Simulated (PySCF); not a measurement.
# CH5F2PSi: the cost of one run

Computed with PySCF 2.14.0, with density-fitted response routines of our own, on a single molecule in the gas phase. Atoms are numbered from 0 throughout.

**1. The molecule as given**

10 atoms, charge 0, multiplicity 1; geometry from: GFN2-xTB. The atoms were then displaced at random by about 0.01 Å, so the start is not that level's minimum.

Bonds of the start (Å): F0–C1 1.38, C1–F2 1.36, C1–Si3 1.97, Si3–P4 2.20, C1–H5 1.10, Si3–H6 1.46, Si3–H7 1.47, P4–H8 1.36, P4–H9 1.39.

**2. Optimising the geometry at PBE0-D3(BJ)/def2-SVP**

Job settings and geometry (Å):

```
{"job": {"xc": "PBE0", "basis": "def2-SVP", "d3": "d3bj", "grid": 1, "shake": 0.01, "kind": "geom"}, "charge": 0, "multiplicity": 1}
F     -1.007290    -1.572720    -0.863250
C     -1.388180    -0.476040    -0.109430
F     -1.668290    -0.961670     1.126010
Si     0.108340     0.806350    -0.028240
P      1.792620    -0.366800     0.767190
H     -2.334560    -0.089170    -0.514260
H      0.163800     1.357950    -1.380360
H     -0.345500     1.834530     0.918470
H      1.975250    -1.119570    -0.348310
H      2.754260     0.566200     0.411140
```

Launch:

```sh
OMP_NUM_THREADS=1 python probes_run.py task.json out
```

One launch serves the whole session: the jobs run in the order shown.

**Question.** How long does this first job take on 1 thread of Intel Xeon 6975P-C, shared host, and how much memory does it need?

About 17 s, with a peak of 0.44 GiB.
